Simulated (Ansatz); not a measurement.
**InH3O3: how energies converge with the basis set**

How large a basis does InH3O3 need? Two functionals are run in growing sets.

Method: one geometry, several basis sets; program: Ansatz 0.2.0, Gaussian basis.

Plan: PBE0-D4/def2-SVP; ωB97M-V/def2-SVP; PBE0-D4/def2-QZVPP; ωB97M-V/def2-QZVPP; the functionals' def2-TZVPP values are taken from earlier runs.

### 1 Structure used throughout

An earlier PBE0-D4 in a triple-zeta def2 set relaxation fixed the geometry. In takes the def2 core potential; no spin-orbit term is included.

7 atoms, charge 0, spin multiplicity 1.

Atoms are counted from 1 here; the program's logs count them from 0.

Bond lengths: O1–In2 1.973 Å, O1–H5 0.961 Å, In2–O3 1.973 Å, In2–O4 1.973 Å, O3–H6 0.961 Å, O4–H7 0.961 Å. Angles: In2–O1–H5 112.2°, O1–In2–O3 120.0°, O1–In2–O4 120.0°, O3–In2–O4 120.0°, In2–O3–H6 112.1°, In2–O4–H7 112.2°.

As a file:

```mol
H3InO3
  3D, bonds by distance, orders not assigned

  7  6  0  0  0  0  0  0  0  0999 V2000
   -1.9056    0.4457   -0.1466 O   0  0
    0.0084   -0.0100   -0.0063 In  0  0
    0.9891    0.3523    1.6664 O   0  0
    0.9428   -0.8277   -1.5391 O   0  0
   -2.2451    0.8373    0.6626 H   0  0
    1.9111    0.0876    1.6103 H   0  0
    0.3607   -0.9531   -2.2932 H   0  0
  1  2  8  0
  2  3  8  0
  2  4  8  0
  1  5  8  0
  3  6  8  0
  4  7  8  0
M  END
```

### 2 PBE0-D4 in def2-SVP

Input file in.yaml:

```yaml
crystal:
  periodic: [false, false, false]
  atoms:
    - {symbol: O, position_ang: [-1.905633, 0.445690, -0.146566]}
    - {symbol: In, position_ang: [0.008430, -0.009966, -0.006308]}
    - {symbol: O, position_ang: [0.989115, 0.352292, 1.666424]}
    - {symbol: O, position_ang: [0.942763, -0.827666, -1.539095]}
    - {symbol: H, position_ang: [-2.245059, 0.837316, 0.662577]}
    - {symbol: H, position_ang: [1.911103, 0.087557, 1.610307]}
    - {symbol: H, position_ang: [0.360681, -0.953125, -2.293239]}
basis:
  gaussian: {orbitals: def2-SVP}
hamiltonian: {xc: pbe0, dispersion: d4}
output: {orbitals: {seedname: orbitals}}
```

Started as:

```
$ ansatz run in.yaml --threads 2 --pin off --events-out ev --progress --plain --max-ram 32768MiB --backend cpu
```

The runs that follow: ωB97M-V in def2-SVP; PBE0-D4 in def2-QZVPP; ωB97M-V in def2-QZVPP.

**Question.** What will the summary of the whole plan be? Wanted: PBE0-D4: double and triple zeta above quadruple; ωB97M-V: double and triple zeta above quadruple.

The runs gave:

| quantity | value |
| --- | --- |
| PBE0-D4: double and triple zeta above quadruple | 8.90, 0.44 eV |
| ωB97M-V: double and triple zeta above quadruple | 9.08, 0.43 eV |

In words: For PBE0-D4 the step from double to triple zeta gains 8.46 eV and the next only 0.44 eV. Total energies overstate the basis error of differences, where much of it tends to cancel.
